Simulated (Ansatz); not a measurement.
# AlH8NOSi2: two geometries relaxed

Are the two ends of the inversion of the pyramid at N1 separate minima, and which lies lower? Each is relaxed from a guess. SMILES of the start: N[SiH2][SiH](O)[AlH2].

Method: RKS PBE-D4/def2-SVP, in Ansatz 0.2.0.

### Step 1. The structure to begin with

Bond lengths: N1–Si2 1.723 Å, Si2–Si3 2.222 Å, Si3–O4 1.671 Å, Si3–Al5 2.369 Å, N1–H6 1.069 Å, N1–H7 1.063 Å, Si2–H8 1.435 Å, Si2–H9 1.511 Å, Si3–H10 1.495 Å, O4–H11 1.037 Å, Al5–H12 1.622 Å, Al5–H13 1.652 Å. Angles (14 of 19 angles, heavy atoms first): N1–Si2–Si3 109.1°, Si2–Si3–O4 113.7°, Si2–Si3–Al5 109.4°, O4–Si3–Al5 108.3°, N1–Si2–H8 111.0°, N1–Si2–H9 108.1°, Si3–Si2–H8 108.0°, Si3–Si2–H9 110.3°, Si2–N1–H6 111.4°, Si2–N1–H7 108.9°, Si2–Si3–H10 108.6°, O4–Si3–H10 109.3°, Al5–Si3–H10 107.3°, Si3–O4–H11 102.7°.

Coordinates:

```xyz
13

N    -1.9826    0.3055    0.8024
Si   -0.8972   -1.0320    0.8510
Si    0.7379   -0.6927   -0.6147
O     0.2073   -0.5588   -2.1933
Al    1.9021    1.2921   -0.0518
H    -1.4747    1.2264    0.9924
H    -2.3313    0.4311   -0.1942
H    -1.5662   -2.2504    0.4958
H    -0.3339   -1.1283    2.2502
H     1.7116   -1.8227   -0.5139
H    -0.4770    0.2181   -2.1387
H     3.4717    1.2684    0.3545
H     1.0528    2.7085   -0.0250
```

### Step 2. End point A

The input, input.yaml:

```yaml
crystal:
  periodic: [false, false, false]
  atoms:
    - { symbol: "N", position_ang: [-1.9826, 0.3055, 0.8024] }
    - { symbol: Si, position_ang: [-0.8972, -1.032, 0.851] }
    - { symbol: Si, position_ang: [0.7379, -0.6927, -0.6147] }
    - { symbol: O, position_ang: [0.2073, -0.5588, -2.1933] }
    - { symbol: Al, position_ang: [1.9021, 1.2921, -0.0518] }
    - { symbol: H, position_ang: [-1.4747, 1.2264, 0.9924] }
    - { symbol: H, position_ang: [-2.3313, 0.4311, -0.1942] }
    - { symbol: H, position_ang: [-1.5662, -2.2504, 0.4958] }
    - { symbol: H, position_ang: [-0.3339, -1.1283, 2.2502] }
    - { symbol: H, position_ang: [1.7116, -1.8227, -0.5139] }
    - { symbol: H, position_ang: [-0.477, 0.2181, -2.1387] }
    - { symbol: H, position_ang: [3.4717, 1.2684, 0.3545] }
    - { symbol: H, position_ang: [1.0528, 2.7085, -0.025] }
basis:
  gaussian: { orbitals: def2-SVP }
hamiltonian:
  xc: pbe
  dispersion: d4
relax:
  f_tol: 0.015
  max_steps: 40
```

The run is started by

```sh
> ansatz run input.yaml --threads 2 --pin off --max-ram 3072MiB --backend cpu --events-out ev --progress --plain --runs-dir out
```

Output (excerpt; [...] marks lines left out):

```text
Warning: RAYON_NUM_THREADS=2 ignored (pool sized by the plan → 2); use --threads N
[...]
Functional definition: PBE
[...]
1364 factors; their error is unknown
[...]
mean field -25993.50585114 eV, -955.2437209984 hartree, gradient 3.4e-5 eV, S^2 0.000000; 0 other end points of the search recorded, 0 dependent functions left out
[...]
reference -25993.50589890 eV, -955.2437227535 hartree; 32, 32 occupied and 90, 90 virtual orbitals, 1364 factors
relax step   1: F+E_penalty+E_count = -25993.83069322 eV  Δ(F+E_penalty+E_count) = +0.000e0 eV  max|allowed force component| = 2.471e0 eV/Å  Δτ_max = 0.0000 Å  (30 SCF iters, accepted)
[...]
relax step   6: F+E_penalty+E_count = -25994.45713318 eV  Δ(F+E_penalty+E_count) = -7.996e-3 eV  max|allowed force component| = 8.626e-2 eV/Å  Δτ_max = 0.0869 Å  (30 SCF iters, accepted)
[...]
relax step  11: F+E_penalty+E_count = -25994.47836264 eV  Δ(F+E_penalty+E_count) = -1.016e-2 eV  max|allowed force component| = 1.915e-1 eV/Å  Δτ_max = 0.0398 Å  (30 SCF iters, accepted)
[...]
relax step  16: F+E_penalty+E_count = -25994.61730319 eV  Δ(F+E_penalty+E_count) = -4.197e-2 eV  max|allowed force component| = 2.831e-1 eV/Å  Δτ_max = 0.2000 Å  (28 SCF iters, accepted)
[...]
relax step  21: F+E_penalty+E_count = -25994.63902129 eV  Δ(F+E_penalty+E_count) = -6.353e-4 eV  max|allowed force component| = 4.937e-2 eV/Å  Δτ_max = 0.0295 Å  (30 SCF iters, accepted)
relax step  22: F+E_penalty+E_count = -25994.63950325 eV  Δ(F+E_penalty+E_count) = -4.820e-4 eV  max|allowed force component| = 4.020e-2 eV/Å  Δτ_max = 0.0282 Å  (30 SCF iters, accepted)
relax step  23: F+E_penalty+E_count = -25994.63994177 eV  Δ(F+E_penalty+E_count) = -4.385e-4 eV  max|allowed force component| = 5.565e-2 eV/Å  Δτ_max = 0.0309 Å  (30 SCF iters, accepted)
```

### Step 3. The output, continued: end point A relaxed

The log, continued (excerpt; [...] marks lines left out):

```text
relax step  24: F+E_penalty+E_count = -25994.64034572 eV  Δ(F+E_penalty+E_count) = -4.039e-4 eV  max|allowed force component| = 6.814e-2 eV/Å  Δτ_max = 0.0378 Å  (30 SCF iters, accepted)
[...]
relax step  27: F+E_penalty+E_count = -25994.64121788 eV  Δ(F+E_penalty+E_count) = -3.056e-4 eV  max|allowed force component| = 4.074e-2 eV/Å  Δτ_max = 0.0193 Å  (31 SCF iters, accepted)
[...]
relax step  30: F+E_penalty+E_count = -25994.64195221 eV  Δ(F+E_penalty+E_count) = -1.675e-4 eV  max|allowed force component| = 4.616e-2 eV/Å  Δτ_max = 0.0263 Å  (30 SCF iters, accepted)
[...]
relax step  33: F+E_penalty+E_count = -25994.64255499 eV  Δ(F+E_penalty+E_count) = -1.040e-4 eV  max|allowed force component| = 5.123e-2 eV/Å  Δτ_max = 0.0436 Å  (29 SCF iters, accepted)
[...]
Atom 3 at    -0.092531     0.040811    -1.982897 Å, force     0.002637     0.000966    -0.004014 eV/Å
Atom 4 at     2.438475     1.307415     0.036920 Å, force     0.008378     0.001520     0.004905 eV/Å
Atom 5 at    -2.037561     1.050436     0.273548 Å, force    -0.000074     0.001417     0.001132 eV/Å
Atom 6 at    -3.023337    -0.292271     0.232293 Å, force     0.002393     0.003395    -0.001975 eV/Å
Atom 7 at    -1.278228    -2.343540     0.854958 Å, force     0.001273    -0.001337     0.000490 eV/Å
Atom 8 at    -0.502305    -0.566454     2.329519 Å, force    -0.000591    -0.000013    -0.001085 eV/Å
Atom 9 at     1.635386    -1.763237    -1.069084 Å, force    -0.000035    -0.000501    -0.000743 eV/Å
Atom 10 at    -1.014814     0.061578    -1.614296 Å, force    -0.001648    -0.000554     0.002178 eV/Å
Atom 11 at     3.808296     0.984872     0.815660 Å, force    -0.007822     0.001950    -0.004254 eV/Å
Atom 12 at     1.995653     2.843988    -0.128099 Å, force     0.001229    -0.004064    -0.000670 eV/Å
Dipole moment:    -0.441591     0.048680     0.345820 e Å
```

Run time: 1.8 min. Hardware: 2 threads of Arm Neoverse V1, shared host; peak memory 0.17 GiB.

Relaxation path, one in 2:

```csv
step,energy from step 1 (eV),largest force component (eV/Å)
1,0.0000,2.4714
3,-0.5581,0.7577
5,-0.6184,0.1244
7,-0.6297,0.2405
9,-0.6339,0.3288
11,-0.6477,0.1915
13,-0.6746,1.3301
15,-0.7446,0.8674
17,-0.7969,0.1571
19,-0.8063,0.0784
21,-0.8083,0.0494
23,-0.8092,0.0556
25,-0.8098,0.0817
27,-0.8105,0.0407
29,-0.8111,0.0416
31,-0.8116,0.0479
33,-0.8119,0.0512
35,-0.8122,0.0182
36,-0.8122,0.0090
```

Step 1 is the start.

After: Bond lengths: N1–Si2 1.786 Å, Si2–Si3 2.383 Å, Si3–O4 1.699 Å, Si3–Al5 2.456 Å, N1–H6 1.026 Å, N1–H7 1.026 Å, Si2–H8 1.506 Å, Si2–H9 1.514 Å, Si3–H10 1.513 Å, O4–H11 0.993 Å, Al5–H12 1.608 Å, Al5–H13 1.608 Å. Angles (14 of 19 angles, heavy atoms first): N1–Si2–Si3 96.7°, Si2–Si3–O4 97.5°, Si2–Si3–Al5 111.6°, O4–Si3–Al5 112.3°, N1–Si2–H8 105.0°, N1–Si2–H9 114.7°, Si3–Si2–H8 113.9°, Si3–Si2–H9 118.1°, Si2–N1–H6 116.4°, Si2–N1–H7 116.6°, Si2–Si3–H10 109.1°, O4–Si3–H10 111.7°, Al5–Si3–H10 113.6°, Si3–O4–H11 106.7°.

### Step 4. End point B

The second end starts from a geometry with the move made by hand.

input.yaml: that of step 2 with these lines changed.

```diff
@@ -8,4 +8,4 @@
     - { symbol: Al, position_ang: [1.9021, 1.2921, -0.0518] }
-    - { symbol: H, position_ang: [-1.4747, 1.2264, 0.9924] }
-    - { symbol: H, position_ang: [-2.3313, 0.4311, -0.1942] }
+    - { symbol: H, position_ang: [-2.0861, 0.75831, 1.76488] }
+    - { symbol: H, position_ang: [-2.9639, -0.05322, 0.60507] }
     - { symbol: H, position_ang: [-1.5662, -2.2504, 0.4958] }
```

The run is started by

```sh
> ansatz run input.yaml --threads 2 --pin off --max-ram 3072MiB --backend cpu --events-out ev --progress --plain --runs-dir out
```

Output (excerpt; [...] marks lines left out):

```text
Warning: RAYON_NUM_THREADS=2 ignored (pool sized by the plan → 2); use --threads N
[...]
[... 1 set-up line as earlier in the session ...]
[...]
1364 factors; their error is unknown
[...]
mean field -25993.53803465 eV, -955.2449037206 hartree, gradient 2.0e-5 eV, S^2 0.000000; 0 other end points of the search recorded, 0 dependent functions left out
[...]
reference -25993.53808439 eV, -955.2449055486 hartree; 32, 32 occupied and 90, 90 virtual orbitals, 1364 factors
relax step   1: F+E_penalty+E_count = -25993.85675565 eV  Δ(F+E_penalty+E_count) = +0.000e0 eV  max|allowed force component| = 2.629e0 eV/Å  Δτ_max = 0.0000 Å  (31 SCF iters, accepted)
[...]
relax step   5: F+E_penalty+E_count = -25994.51387822 eV  Δ(F+E_penalty+E_count) = -3.913e-2 eV  max|allowed force component| = 2.321e-1 eV/Å  Δτ_max = 0.2000 Å  (28 SCF iters, accepted)
[...]
relax step   9: F+E_penalty+E_count = -25994.60416331 eV  Δ(F+E_penalty+E_count) = -1.654e-2 eV  max|allowed force component| = 4.145e-1 eV/Å  Δτ_max = 0.1957 Å  (29 SCF iters, accepted)
[...]
relax step  13: F+E_penalty+E_count = -25994.63011412 eV  Δ(F+E_penalty+E_count) = -2.005e-3 eV  max|allowed force component| = 1.358e-1 eV/Å  Δτ_max = 0.1498 Å  (29 SCF iters, accepted)
[...]
relax step  16: F+E_penalty+E_count = -25994.63968534 eV  Δ(F+E_penalty+E_count) = -1.586e-3 eV  max|allowed force component| = 1.086e-1 eV/Å  Δτ_max = 0.0579 Å  (29 SCF iters, accepted)
[...]
relax step  17: F+E_penalty+E_count = -25994.64063287 eV  Δ(F+E_penalty+E_count) = -9.475e-4 eV  max|allowed force component| = 1.183e-1 eV/Å  Δτ_max = 0.0433 Å  (29 SCF iters, accepted)
[...]
1364 factors; their error is unknown
mean field -25994.32279166 eV, -955.2737430087 hartree, gradient 1.8e-5 eV, S^2 0.000000; 0 other end points of the search recorded, 0 dependent functions left out
[...]
```

### Step 5. The output, continued: end point B relaxed

The log, continued:

```text
reference -25994.32284116 eV, -955.2737448276 hartree; 32, 32 occupied and 90, 90 virtual orbitals, 1364 factors
relax step  18: F+E_penalty+E_count = -25994.64113947 eV  Δ(F+E_penalty+E_count) = -5.066e-4 eV  max|allowed force component| = 7.048e-2 eV/Å  Δτ_max = 0.0212 Å  (29 SCF iters, accepted)
these checks for a lower state are left out or cut short: starts, cluster_reference, orbital_swaps, neighbouring_geometries, increment
1364 factors; their error is unknown
mean field -25994.32329362 eV, -955.2737614554 hartree, gradient 1.8e-5 eV, S^2 0.000000; 0 other end points of the search recorded, 0 dependent functions left out
the calculation of the forces begins
reference -25994.32334313 eV, -955.2737632747 hartree; 32, 32 occupied and 90, 90 virtual orbitals, 1364 factors
relax step  19: F+E_penalty+E_count = -25994.64153273 eV  Δ(F+E_penalty+E_count) = -3.933e-4 eV  max|allowed force component| = 3.062e-2 eV/Å  Δτ_max = 0.0244 Å  (29 SCF iters, accepted)
these checks for a lower state are left out or cut short: starts, cluster_reference, orbital_swaps, neighbouring_geometries, increment
1364 factors; their error is unknown
mean field -25994.32407147 eV, -955.2737900407 hartree, gradient 1.8e-5 eV, S^2 0.000000; 0 other end points of the search recorded, 0 dependent functions left out
the calculation of the forces begins
reference -25994.32412104 eV, -955.2737918624 hartree; 32, 32 occupied and 90, 90 virtual orbitals, 1364 factors
relax step  20: F+E_penalty+E_count = -25994.64186093 eV  Δ(F+E_penalty+E_count) = -3.282e-4 eV  max|allowed force component| = 2.579e-2 eV/Å  Δτ_max = 0.0465 Å  (29 SCF iters, accepted)
these checks for a lower state are left out or cut short: starts, cluster_reference, orbital_swaps, neighbouring_geometries, increment
1364 factors; their error is unknown
mean field evaluation 160: about -25994.3247 eV, gradient 7.5e-4 eV
mean field -25994.32471019 eV, -955.2738135133 hartree, gradient 1.9e-5 eV, S^2 0.000000; 0 other end points of the search recorded, 0 dependent functions left out
the calculation of the forces begins
reference -25994.32475994 eV, -955.2738153418 hartree; 32, 32 occupied and 90, 90 virtual orbitals, 1364 factors
relax step  21: F+E_penalty+E_count = -25994.64174822 eV  Δ(F+E_penalty+E_count) = +1.127e-4 eV  max|allowed force component| = 5.345e-2 eV/Å  Δτ_max = 0.0942 Å  (28 SCF iters, rejected (line search))
these checks for a lower state are left out or cut short: starts, cluster_reference, orbital_swaps, neighbouring_geometries, increment
1364 factors; their error is unknown
mean field -25994.32480706 eV, -955.2738170732 hartree, gradient 1.8e-5 eV, S^2 0.000000; 0 other end points of the search recorded, 0 dependent functions left out
the calculation of the forces begins
reference -25994.32485668 eV, -955.2738188968 hartree; 32, 32 occupied and 90, 90 virtual orbitals, 1364 factors
relax step  22: F+E_penalty+E_count = -25994.64213075 eV  Δ(F+E_penalty+E_count) = -2.698e-4 eV  max|allowed force component| = 2.805e-2 eV/Å  Δτ_max = 0.0460 Å  (29 SCF iters, accepted)
these checks for a lower state are left out or cut short: starts, cluster_reference, orbital_swaps, neighbouring_geometries, increment
1364 factors; their error is unknown
mean field -25994.32575561 eV, -955.2738519319 hartree, gradient 1.9e-5 eV, S^2 0.000000; 0 other end points of the search recorded, 0 dependent functions left out
the calculation of the forces begins
reference -25994.32580540 eV, -955.2738537615 hartree; 32, 32 occupied and 90, 90 virtual orbitals, 1364 factors
relax step  23: F+E_penalty+E_count = -25994.64238389 eV  Δ(F+E_penalty+E_count) = -2.531e-4 eV  max|allowed force component| = 3.368e-2 eV/Å  Δτ_max = 0.0829 Å  (28 SCF iters, accepted)
these checks for a lower state are left out or cut short: starts, cluster_reference, orbital_swaps, neighbouring_geometries, increment
1364 factors; their error is unknown
mean field -25994.32580110 eV, -955.2738536036 hartree, gradient 2.6e-5 eV, S^2 0.000000; 0 other end points of the search recorded, 0 dependent functions left out
the calculation of the forces begins
reference -25994.32585088 eV, -955.2738554330 hartree; 32, 32 occupied and 90, 90 virtual orbitals, 1364 factors
relax step  24: F+E_penalty+E_count = -25994.64247415 eV  Δ(F+E_penalty+E_count) = -9.027e-5 eV  max|allowed force component| = 2.712e-2 eV/Å  Δτ_max = 0.0065 Å  (22 SCF iters, accepted)
these checks for a lower state are left out or cut short: starts, cluster_reference, orbital_swaps, neighbouring_geometries, increment
1364 factors; their error is unknown
mean field -25994.32597826 eV, -955.2738601142 hartree, gradient 2.0e-5 eV, S^2 0.000000; 0 other end points of the search recorded, 0 dependent functions left out
the calculation of the forces begins
reference -25994.32602807 eV, -955.2738619446 hartree; 32, 32 occupied and 90, 90 virtual orbitals, 1364 factors
relax step  25: F+E_penalty+E_count = -25994.64267882 eV  Δ(F+E_penalty+E_count) = -2.047e-4 eV  max|allowed force component| = 1.553e-2 eV/Å  Δτ_max = 0.0306 Å  (29 SCF iters, accepted)
these checks for a lower state are left out or cut short: starts, cluster_reference, orbital_swaps, neighbouring_geometries, increment
1364 factors; their error is unknown
mean field evaluation 192: about -25994.3263 eV, gradient 1.6e-1 eV
mean field -25994.32630446 eV, -955.2738721017 hartree, gradient 1.7e-5 eV, S^2 0.000000; 0 other end points of the search recorded, 0 dependent functions left out
the calculation of the forces begins
reference -25994.32635434 eV, -955.2738739348 hartree; 32, 32 occupied and 90, 90 virtual orbitals, 1364 factors
relax step  26: F+E_penalty+E_count = -25994.64276826 eV  Δ(F+E_penalty+E_count) = -8.944e-5 eV  max|allowed force component| = 1.884e-2 eV/Å  Δτ_max = 0.0384 Å  (29 SCF iters, accepted)
these checks for a lower state are left out or cut short: starts, cluster_reference, orbital_swaps, neighbouring_geometries, increment
1364 factors; their error is unknown
mean field -25994.32649364 eV, -955.2738790541 hartree, gradient 1.7e-5 eV, S^2 0.000000; 0 other end points of the search recorded, 0 dependent functions left out
the calculation of the forces begins
reference -25994.32654357 eV, -955.2738808889 hartree; 32, 32 occupied and 90, 90 virtual orbitals, 1364 factors
relax step  27: F+E_penalty+E_count = -25994.64283051 eV  Δ(F+E_penalty+E_count) = -6.225e-5 eV  max|allowed force component| = 2.322e-2 eV/Å  Δτ_max = 0.0382 Å  (29 SCF iters, accepted)
these checks for a lower state are left out or cut short: starts, cluster_reference, orbital_swaps, neighbouring_geometries, increment
1364 factors; their error is unknown
mean field -25994.32657062 eV, -955.2738818830 hartree, gradient 1.1e-5 eV, S^2 0.000000; 0 other end points of the search recorded, 0 dependent functions left out
the calculation of the forces begins
reference -25994.32662055 eV, -955.2738837180 hartree; 32, 32 occupied and 90, 90 virtual orbitals, 1364 factors
relax step  28: F+E_penalty+E_count = -25994.64289398 eV  Δ(F+E_penalty+E_count) = -6.347e-5 eV  max|allowed force component| = 1.657e-2 eV/Å  Δτ_max = 0.0152 Å  (23 SCF iters, accepted)
these checks for a lower state are left out or cut short: starts, cluster_reference, orbital_swaps, neighbouring_geometries, increment
1364 factors; their error is unknown
mean field -25994.32659900 eV, -955.2738829259 hartree, gradient 2.0e-5 eV, S^2 0.000000; 0 other end points of the search recorded, 0 dependent functions left out
the calculation of the forces begins
reference -25994.32664892 eV, -955.2738847605 hartree; 32, 32 occupied and 90, 90 virtual orbitals, 1364 factors
relax step  29: F+E_penalty+E_count = -25994.64294204 eV  Δ(F+E_penalty+E_count) = -4.806e-5 eV  max|allowed force component| = 9.951e-3 eV/Å  Δτ_max = 0.0206 Å  (29 SCF iters, accepted)
1364 factors; their error is unknown
mean field evaluation 224: about -25994.4122 eV, gradient 1.8e0 eV
mean field -25994.32659900 eV, -955.2738829259 hartree, gradient 1.9e-5 eV, S^2 0.000000; 1 other end points of the search recorded, 0 dependent functions left out
the calculation of the forces begins
reference -25994.32664892 eV, -955.2738847605 hartree; 32, 32 occupied and 90, 90 virtual orbitals, 1364 factors
Total energy: -25994.64299196 eV, -955.2855101527 hartree
Atom 0 at    -2.158688    -0.152416     0.334484 Å, force    -0.000008    -0.000318    -0.000989 eV/Å
Atom 1 at    -0.778619    -1.069390     0.999580 Å, force     0.001736    -0.005958     0.007418 eV/Å
Atom 2 at     0.804241    -0.451917    -0.672106 Å, force     0.003136    -0.006421     0.005701 eV/Å
Atom 3 at    -0.306182     0.082473    -1.841303 Å, force    -0.009951     0.002097    -0.005000 eV/Å
Atom 4 at     2.295270     1.342155     0.093391 Å, force     0.004205     0.003734    -0.002579 eV/Å
Atom 5 at    -2.184786     0.850523     0.551014 Å, force    -0.000998     0.003206     0.000528 eV/Å
Atom 6 at    -3.092887    -0.544963     0.493090 Å, force     0.000006    -0.000999    -0.000726 eV/Å
Atom 7 at    -1.201145    -2.513911     0.934305 Å, force     0.000317     0.002555    -0.000382 eV/Å
Atom 8 at    -0.449145    -0.756031     2.443288 Å, force    -0.000566    -0.000246    -0.002585 eV/Å
Atom 9 at     1.543030    -1.692949    -1.125557 Å, force    -0.000227     0.000387     0.000043 eV/Å
Atom 10 at    -1.207629     0.022915    -1.427424 Å, force     0.003611     0.001453    -0.003969 eV/Å
Atom 11 at     3.700142     1.024210     0.807906 Å, force    -0.003385     0.001291     0.000175 eV/Å
Atom 12 at     1.812898     2.872091    -0.004218 Å, force     0.002123    -0.000779     0.002366 eV/Å
Dipole moment:    -0.427585     0.005784     0.370930 e Å
```

Run time: 88 s. Hardware: 2 threads of Arm Neoverse V1, shared host; peak memory 0.17 GiB.

Relaxation path:

```csv
step,energy from step 1 (eV),largest force component (eV/Å)
1,0.0000,2.6286
2,-0.4819,1.0718
3,-0.5245,1.0973
4,-0.6180,0.3000
5,-0.6571,0.2321
6,-0.6779,0.6607
7,-0.7080,0.3827
8,-0.7309,0.5652
9,-0.7474,0.4145
10x,-0.7471,0.6146
11,-0.7603,0.2329
12,-0.7714,0.1420
13,-0.7734,0.1358
14,-0.7764,0.1134
15,-0.7813,0.0796
16,-0.7829,0.1086
17,-0.7839,0.1183
18,-0.7844,0.0705
19,-0.7848,0.0306
20,-0.7851,0.0258
21x,-0.7850,0.0534
22,-0.7854,0.0280
23,-0.7856,0.0337
24,-0.7857,0.0271
25,-0.7859,0.0155
26,-0.7860,0.0188
27,-0.7861,0.0232
28,-0.7861,0.0166
29,-0.7862,0.0100
```

Step 1 is the start. 2 steps were tried and not accepted (marked x).

After: Bond lengths: N1–Si2 1.785 Å, Si2–Si3 2.384 Å, Si3–O4 1.699 Å, Si3–Al5 2.455 Å, N1–H6 1.026 Å, N1–H7 1.026 Å, Si2–H8 1.506 Å, Si2–H9 1.514 Å, Si3–H10 1.514 Å, O4–H11 0.994 Å, Al5–H12 1.608 Å, Al5–H13 1.607 Å. Angles (14 of 19 angles, heavy atoms first): N1–Si2–Si3 96.8°, Si2–Si3–O4 97.5°, Si2–Si3–Al5 112.0°, O4–Si3–Al5 112.4°, N1–Si2–H8 105.0°, N1–Si2–H9 114.7°, Si3–Si2–H8 113.8°, Si3–Si2–H9 118.1°, Si2–N1–H6 116.3°, Si2–N1–H7 116.7°, Si2–Si3–H10 108.8°, O4–Si3–H10 111.8°, Al5–Si3–H10 113.3°, Si3–O4–H11 106.7°.

### Step 6. What came out

| quantity | value |
| --- | --- |
| end A | 35 moves, 0.812 eV lower |
| end B | 26 moves, 0.786 eV lower |
| largest difference between the ends | 0.06 Å |
| end B relative to end A | -0.000 eV |

**Reading.** Both starts fell into the same minimum (no atom differs by more than 0.06 Å), so from this start no second minimum was found and no band was run; another arrangement could still be one.
